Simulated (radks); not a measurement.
# The Coulomb parameter U of the 4d shell of Ru

An exercise on one series of results from a longer session: the logs are not shown, and one member is left open.

The numbers are computed with radks (a radial shooting solver on a logarithmic mesh, Libxc functionals) version 1 (scalar-relativistic Kohn-Sham, r2SCAN, spin-unpolarised, spherical densities, finite nucleus), except any that are marked as measured or tabulated.

## The atom as given

| Item | Value |
| --- | --- |
| element | ruthenium (Z = 44) |
| charge | 0 |
| electrons | 44 |
| configuration | [Kr] 4d7 5s1 |
| nuclear rms radius | 4.4809 fm |

The outer shells:

Ru
```
[Kr] core
4d [↑↓][↑↓][↑ ][↑ ][↑ ]
5s [↑ ]
```

Set-up of the first run:

Input:

```text
Z 44
configuration [Kr] 4d7 5s1
relativity scalar-relativistic
functional r2scan,r2scan
spin unpolarised
nucleus finite rms 4.4809 fm
c 137.035999084
```

Among the steps run: Start: [Kr] 4d7 5s1.

One table of the session follows, with a row left open; its other results are not shown here.

It belongs to the step «Start: [Kr] 4d7 5s1». From the orbitals of this run (lengths in bohr):

```
level     <r>  outermost maximum (interpolated)  90 % within  nodes
   2p       ?                                 ?            ?      ?
   3s  0.4017                             0.361        0.592      2
   3p  0.4024                             0.355        0.606      1
   3d  0.3841                             0.302        0.611      0
   4s   1.023                             0.916         1.49      3
   4p   1.132                             0.984         1.68      2
   4d   1.694                              1.21         2.79      1
   5s   3.392                              2.76         5.14      4
```

**Question.** Estimate the row for 2p.

As computed: <r>: 0.1270; outermost maximum (interpolated): 0.0983; 90 % within: 0.207; nodes: 0. In the column «<r>» it is the lowest.
